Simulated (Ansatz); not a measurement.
# HSeO− (SMILES [O-][SeH]): single points off equilibrium

An exercise on one series of results from a longer session: the logs are not shown, and one member is left open.

The runs use Ansatz 0.2.0, Gaussian basis; single points in def2-TZVPPD.

Cores are frozen in the correlated methods. Filled d shells of the heavier atoms are correlated.

**Starting geometry**

SMILES `[O-][SeH]`, 3 atoms, charge -1, spin multiplicity 1.

Atoms are counted from 1 here; the program's logs count them from 0.

Bond lengths: O1–Se2 1.799 Å, Se2–H3 1.755 Å. Angles: O1–Se2–H3 99.0°.

Geometry (Å):

```
atom    x (Å)    y (Å)    z (Å)
  O1  -0.9570   0.9244  -0.3371
 Se2  -0.2989  -0.7421  -0.1786
  H3   1.1981  -0.3668   0.6565
```

Set-up of the first run:

Input file run/in.yaml:

```yaml
crystal:
  periodic: [false, false, false]
  atoms:
    - {symbol: O, position_ang: [-0.957000, 0.924400, -0.337100]}
    - {symbol: Se, position_ang: [-0.298900, -0.742100, -0.178600]}
    - {symbol: H, position_ang: [1.198100, -0.366800, 0.656500]}
basis:
  gaussian: {orbitals: "def2-TZVPPD.json"}
total_charge: -1
correlation: {method: ccsd_t}
output: {forces: true}
```

The basis file named in the input lies beside it (Basis Set Exchange, JSON).

The command line of these runs was not kept.

Steps of the session up to this table: CCSD(T)/def2-TZVPPD; PBE0-D4/def2-TZVPPD; wB97M-V/def2-TZVPPD; r2SCAN-D4/def2-TZVPPD; PBE-D4/def2-TZVPPD; CAM-B3LYP-D4/def2-TZVPPD; r2SCAN0-D4/def2-TZVPPD.

One table of the session follows, with a row left open; its other results are not shown here.

| method | RMS force component (eV/Å) | angle to CCSD(T) forces (°) |
| --- | --- | --- |
| CCSD(T) | 1.366 | reference |
| PBE0-D4 | 1.526 | 6.9 |
| wB97M-V | 1.542 | 3.9 |
| r2SCAN-D4 | 1.386 | 6.1 |
| PBE-D4 | 1.178 | 3.9 |
| CAM-B3LYP-D4 | 1.532 | 4.5 |
| r2SCAN0-D4 | ? | ? |

**Question.** Estimate the row for r2SCAN0-D4.

The run gave: RMS force component (eV/Å): 1.638; angle to CCSD(T) forces (°): 7.7. In the column «RMS force component (eV/Å)» it is the highest.

To keep in mind: The anion's highest level is positive in at least one run, so there the basis alone may hold the extra electron.
